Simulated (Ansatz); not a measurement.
# V3MoSe8: the cost of one run

Method: DFT PBE, scalar-relativistic, plane waves, PAW, in Ansatz 0.2.0.

### 1 Starting point

It takes space group P-3m1 (No. 164, trigonal). Conventional cell: a = 3.544 Å, b = 3.544 Å, c = 26.268 Å, α = 90.00°, β = 90.00°, γ = 120.00°. Around V (site symmetry 3m) lie 6 Se at 2.59 Å. Around V (site symmetry -3m) lie 6 Se at 2.59 Å. Mo (site symmetry -3m) has 6 Se at 2.59 Å in its first shell of neighbours. Se (site symmetry 3m) has 3 Mo at 2.59 Å in its first shell of neighbours. Se (site symmetry 3m) is surrounded by 3 V at 2.59 Å.

Structure file:

```
CELL_PARAMETERS angstrom
3.54352 0.00000 0.00000
-1.77176 3.06878 0.00000
0.00000 0.00000 26.26772
ATOMIC_POSITIONS crystal
V 0.00000 0.00000 0.75000
V 0.00000 0.00000 0.25000
V 0.00000 0.00000 0.50000
Mo 0.00000 0.00000 0.00000
Se 0.66667 0.33333 0.93968
Se 0.66667 0.33333 0.18968
Se 0.66667 0.33333 0.43968
Se 0.66667 0.33333 0.68968
Se 0.33333 0.66667 0.81032
Se 0.33333 0.66667 0.06032
Se 0.33333 0.66667 0.31032
Se 0.33333 0.66667 0.56032
```

The start is an ordering of an alloy on its end members' structure types: elements ordered on the sites of the VSe2 type, V/Mo on V (P-3m1, No. 164).

### 2 The guess as it stands, on a coarse mesh

Input file input.yaml:

```yaml
crystal:
  lattice:
    - [3.5435223, 0.0, 0.0]
    - [-1.77176115, 3.06878033, 0.0]
    - [0.0, 0.0, 26.26771773]
  atoms:
    - { symbol: V, position: [0.0, 0.0, 0.75], spin: 2.0 }
    - { symbol: V, position: [0.0, 0.0, 0.25], spin: 2.0 }
    - { symbol: V, position: [0.0, 0.0, 0.5], spin: 2.0 }
    - { symbol: Mo, position: [0.0, 0.0, 0.0], spin: 1.0 }
    - { symbol: Se, position: [0.66666667, 0.33333333, 0.93968226] }
    - { symbol: Se, position: [0.66666667, 0.33333333, 0.18968226] }
    - { symbol: Se, position: [0.66666667, 0.33333333, 0.43968226] }
    - { symbol: Se, position: [0.66666667, 0.33333333, 0.68968226] }
    - { symbol: Se, position: [0.33333333, 0.66666667, 0.81031774] }
    - { symbol: Se, position: [0.33333333, 0.66666667, 0.06031774] }
    - { symbol: Se, position: [0.33333333, 0.66666667, 0.31031774] }
    - { symbol: Se, position: [0.33333333, 0.66666667, 0.56031774] }
basis:
  ecutwfc: 420
kpoints:
  mp_grid: { grid: [6, 6, 1] }
hamiltonian:
  xc: pbe
scf:
  occupations: { method: gaussian, width: 0.1 }
  lower_state_search: "off"
output:
  forces: true
  stress: true
  eigenvalues: true
  populations: true
magnetization:
  spin_polarized: true
```

Command:

```bash
$ ansatz run input.yaml --threads 4 --pin off --max-ram 8192MiB --backend cpu --events-out ev --progress --plain --runs-dir out
```

**Question.** How long does this run take on 4 threads of Intel Xeon 6975P-C (Granite Rapids), shared host, and how much memory does it need?

About 13 s, with a peak of 1.2 GiB.
